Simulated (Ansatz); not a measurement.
# C₆H₁₈N₃Sc: basis-set convergence

One table from this session's results is given with a row withheld; the runs are named, their logs left out.

Program: Ansatz 0.2.0, Gaussian basis. Level of theory: one geometry, several basis sets. These are calculated values, not measurements.

The runs, in order: PBE0-D4/def2-SVP; ωB97M-V/def2-SVP; PBE0-D4/def2-QZVPP; ωB97M-V/def2-QZVPP; the functionals' def2-TZVPP values are taken from earlier runs.

## Structure used throughout

An earlier PBE0-D4 in a triple-zeta def2 set relaxation fixed the geometry.

SMILES `C[N](C)[Sc]([N](C)C)[N](C)C`, 28 atoms, charge 0, spin multiplicity 1.

Atoms are counted from 1 here; the program's logs count them from 0.

Bond lengths: C1–N2 1.440 Å, C1–H11 1.095 Å, C1–H12 1.103 Å, C1–H13 1.102 Å, N2–C3 1.440 Å, N2–Sc4 2.003 Å, C3–H14 1.103 Å, C3–H15 1.102 Å, C3–H16 1.095 Å, Sc4–N5 2.004 Å, Sc4–N8 2.004 Å, N5–C6 1.440 Å, N5–C7 1.440 Å, C6–H17 1.095 Å, C6–H18 1.102 Å, C6–H19 1.103 Å, C7–H20 1.103 Å, C7–H21 1.102 Å and more. Angles: N2–C1–H11 111.2°, N2–C1–H12 112.4°, N2–C1–H13 112.0°, H11–C1–H12 107.4°, H11–C1–H13 106.9°, H12–C1–H13 106.7°, C1–N2–C3 111.2°, C1–N2–Sc4 124.4°, C3–N2–Sc4 124.4°, N2–C3–H14 112.4°, N2–C3–H15 112.0°, N2–C3–H16 111.2°, H14–C3–H15 106.7°, H14–C3–H16 107.4°, H15–C3–H16 106.9°, N2–Sc4–N5 120.0°, N2–Sc4–N8 120.0°, N5–Sc4–N8 120.0° and more.

Coordinates:

```xyz
28
charge 0, multiplicity 1
C    -1.7071   -1.8960   -1.6860
N    -1.6506   -0.9807   -0.5762
C    -2.9335   -0.8608    0.0660
Sc   -0.0008   -0.0007   -0.0001
N    -0.1538    1.6178    1.1709
C    -1.3596    2.3842    1.3471
C     0.9293    2.1651    1.9455
N     1.8031   -0.6381   -0.5950
C     2.0744   -1.9594   -1.0979
C     2.9964    0.1670   -0.5746
H    -0.7380   -1.9668   -2.1909
H    -1.9912   -2.9150   -1.3754
H    -2.4420   -1.5798   -2.4441
H    -3.7084   -0.4708   -0.6144
H    -3.2996   -1.8309    0.4396
H    -2.8842   -0.1853    0.9264
H    -2.1760    1.9841    0.7367
H    -1.2250    3.4378    1.0528
H    -1.7043    2.3896    2.3943
H     1.1763    3.1982    1.6501
H     0.6941    2.1914    3.0219
H     1.8394    1.5666    1.8321
H     2.4518   -1.9449   -2.1337
H     1.1724   -2.5802   -1.0877
H     2.8319   -2.4833   -0.4925
H     2.7847    1.1801   -0.2170
H     3.4434    0.2669   -1.5771
H     3.7769   -0.2560    0.0792
```

The first run:

Input file in.yaml:

```yaml
crystal:
  periodic: [false, false, false]
  atoms:
    - {symbol: C, position_ang: [-1.707075, -1.895991, -1.686006]}
    - {symbol: N, position_ang: [-1.650557, -0.980664, -0.576219]}
    - {symbol: C, position_ang: [-2.933480, -0.860794, 0.065973]}
    - {symbol: Sc, position_ang: [-0.000794, -0.000667, -0.000115]}
    - {symbol: N, position_ang: [-0.153763, 1.617782, 1.170910]}
    - {symbol: C, position_ang: [-1.359625, 2.384173, 1.347061]}
    - {symbol: C, position_ang: [0.929340, 2.165065, 1.945484]}
    - {symbol: N, position_ang: [1.803055, -0.638099, -0.594992]}
    - {symbol: C, position_ang: [2.074425, -1.959435, -1.097908]}
    - {symbol: C, position_ang: [2.996389, 0.166979, -0.574621]}
    - {symbol: H, position_ang: [-0.737982, -1.966784, -2.190924]}
    - {symbol: H, position_ang: [-1.991230, -2.914961, -1.375364]}
    - {symbol: H, position_ang: [-2.442005, -1.579762, -2.444076]}
    - {symbol: H, position_ang: [-3.708413, -0.470759, -0.614387]}
    - {symbol: H, position_ang: [-3.299595, -1.830908, 0.439636]}
    - {symbol: H, position_ang: [-2.884249, -0.185273, 0.926408]}
    - {symbol: H, position_ang: [-2.176001, 1.984080, 0.736683]}
    - {symbol: H, position_ang: [-1.225016, 3.437793, 1.052815]}
    - {symbol: H, position_ang: [-1.704260, 2.389570, 2.394324]}
    - {symbol: H, position_ang: [1.176335, 3.198188, 1.650103]}
    - {symbol: H, position_ang: [0.694098, 2.191381, 3.021945]}
    - {symbol: H, position_ang: [1.839372, 1.566618, 1.832082]}
    - {symbol: H, position_ang: [2.451806, -1.944941, -2.133733]}
    - {symbol: H, position_ang: [1.172398, -2.580201, -1.087654]}
    - {symbol: H, position_ang: [2.831909, -2.483344, -0.492474]}
    - {symbol: H, position_ang: [2.784672, 1.180125, -0.217044]}
    - {symbol: H, position_ang: [3.443373, 0.266868, -1.577130]}
    - {symbol: H, position_ang: [3.776862, -0.256038, 0.079226]}
basis:
  gaussian: {orbitals: def2-SVP}
hamiltonian: {xc: pbe0, dispersion: d4}
output: {orbitals: {seedname: orbitals}}
```

On the command line:

```
> ansatz run in.yaml --threads 4 --pin off --events-out ev --progress --plain --max-ram 63488MiB --backend cpu
```

Steps of the session up to this table: PBE0-D4 in def2-SVP; ωB97M-V in def2-SVP; PBE0-D4 in def2-QZVPP; ωB97M-V in def2-QZVPP.

One table of the session follows, with a row left open; its other results are not shown here.

It belongs to the step «Functionals by basis». 

| functional | basis | HOMO (eV) | LUMO (eV) |
| --- | --- | --- | --- |
| PBE0-D4 | def2-SVP | -5.46 | -0.94 |
| PBE0-D4 | def2-TZVPP | ? | ? |
| PBE0-D4 | def2-QZVPP | -5.63 | -1.08 |
| ωB97M-V | def2-SVP | -7.76 | 0.32 |
| ωB97M-V | def2-TZVPP | -7.90 | 0.29 |
| ωB97M-V | def2-QZVPP | -7.91 | 0.15 |

Q: Estimate the row for PBE0-D4, def2-TZVPP from the others.

**Answer.** HOMO (eV): -5.60; LUMO (eV): -1.06. In the column «HOMO (eV)» it lies between PBE0-D4, def2-QZVPP (-5.63) and PBE0-D4, def2-SVP (-5.46).
